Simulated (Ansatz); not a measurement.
# Ti2Cl: further runs on a relaxed guess

The task, for Ti2Cl: see whether it has a gap, which orbitals make up the states near it and how charge is shared.

Method: DFT PBE, scalar-relativistic, plane waves, PAW, in Ansatz 0.2.0.

**1. The system as given**

The structure is cubic, space group Fd-3m (No. 227). The conventional cell has a = 7.771 Å, b = 7.771 Å, c = 7.771 Å, α = 90.00°, β = 90.00°, γ = 90.00°. Around Ti (site symmetry -3m) lie 6 Ti at 2.75 Å and 6 Cl at 3.22 Å. Cl (site symmetry -43m) has 12 Ti at 3.22 Å in its first shell of neighbours.

Structure file:

```xyz
6
Lattice="0.0000 3.8856 3.8856 3.8856 0.0000 3.8856 3.8856 3.8856 0.0000" Properties=species:S:1:pos:R:3 pbc="T T T"
Ti    4.8570    4.8570    4.8570
Ti    4.8570    2.9142    2.9142
Ti    2.9142    2.9142    4.8570
Ti    2.9142    4.8570    2.9142
Cl    0.0000    0.0000    0.0000
Cl    1.9428    1.9428    1.9428
```

The cell was relaxed beforehand at this level, from a database cell with other species swapped in; it needn't be the stable form of this composition. At a tolerance of 0.05 Å it has space group Fd-3m (No. 227); it has 19.55 Å³/atom, an uncorrected energy of +0.49 eV/atom over the elements.

**2. Electronic structure at the relaxed geometry**

Contents of input.yaml:

```yaml
crystal:
  lattice:
    - [0.0, 3.8855793757, 3.8855793757]
    - [3.8855793757, 0.0, 3.8855793757]
    - [3.8855793757, 3.8855793757, 0.0]
  atoms:
    - { symbol: Ti, position: [0.625, 0.625, 0.625] }
    - { symbol: Ti, position: [0.125, 0.625, 0.625] }
    - { symbol: Ti, position: [0.625, 0.625, 0.125] }
    - { symbol: Ti, position: [0.625, 0.125, 0.625] }
    - { symbol: Cl, position: [0.0, 0.0, 0.0] }
    - { symbol: Cl, position: [0.25, 0.25, 0.25] }
basis:
  ecutwfc: 420
kpoints:
  mp_grid: { grid: [8, 8, 8] }
  band_path:
    path:
      - [[0.0, 0.0, 0.0], [0.5, 0.0, 0.5], [0.625, 0.25, 0.625]]
      - [[0.375, 0.375, 0.75], [0.0, 0.0, 0.0], [0.5, 0.5, 0.5], [0.5, 0.25, 0.75], [0.5, 0.0, 0.5]]
    npoints: 14
hamiltonian:
  xc: pbe
scf:
  occupations: { method: gaussian, width: 0.1 }
  n_extra_bands: 15
output:
  forces: true
  stress: true
  eigenvalues: true
  populations: true
  dos: { projected: true, de: 0.02, nscf_kmesh: { grid: [10, 10, 10] } }
  bader: true
  write_density: true
  write_potential: true
  elf: true
  volumetric_format: npy
```

Started as:

```sh
$ ansatz run input.yaml --threads 1 --pin off --max-ram 2560MiB --backend cpu --events-out ev --progress --plain --runs-dir out
```

Before running it: what results should come out? Wanted: gap; states at the Fermi level; Bader charges.

**Answer**, as computed:

| quantity | value |
| --- | --- |
| gap | none (metal) |
| states at the Fermi level | 9.30 per eV per cell |
| Bader charges | Ti +0.41, Cl -0.82 e |

There is no gap at this level. Of the projected weight within 0.25 eV of the Fermi level, the largest part is Ti 3d (90 %). Bader charges go up to 0.8 e.
